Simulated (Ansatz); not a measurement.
Here is an Ansatz 0.2.0 calculation.

Contents of input.yaml:

```yaml
crystal:
  lattice:
    - [4.1630177513, 0.0, 0.0]
    - [-2.0815088756, 3.605279129, 0.0]
    - [0.0, 0.0, 5.69829688]
  atoms:
    - { symbol: Au, position: [0.0, 0.0, 0.5] }
    - { symbol: Sn, position: [0.6666666667, 0.3333333333, 0.76453037] }
    - { symbol: Sn, position: [0.3333333333, 0.6666666667, 0.23546963] }
    - { symbol: Pd, position: [0.0, 0.0, 0.0] }
kpoints:
  mp_grid: { grid: [7, 7, 5] }
scf:
  occupations: { method: fermi_dirac, width: 0.05 }
hamiltonian:
  xc: pbesol
  pseudopotentials: { kind: all_electron, lapw: { basis_error: 0.001 } }
output:
  forces: true
  stress: true
  eigenvalues: true
  populations: true
```

Potentials or basis: all-electron LAPW, scalar-relativistic.

Command:

```sh
$ ansatz run input.yaml --threads 2 --pin off --max-ram 8192MiB --backend cpu --events-out ev --progress --plain --runs-dir out
```

Task: Predict the band gap on the k mesh.

Result: None (metal or under the smearing width).

Task: Predict the largest force.

Result: 0.020 eV/Å.

Task: Predict the Loewdin charges.

Result: Au +0.53; Sn -0.45; Pd +0.67 e.

Forces on the atoms (eV/Å):
```
Au   0.000  0.000  0.000
Sn   0.000  0.000  0.020
Sn   0.000  0.000 -0.020
Pd   0.000  0.000  0.000
```

 Spin-orbit coupling is left out, which matters for the levels of Au.
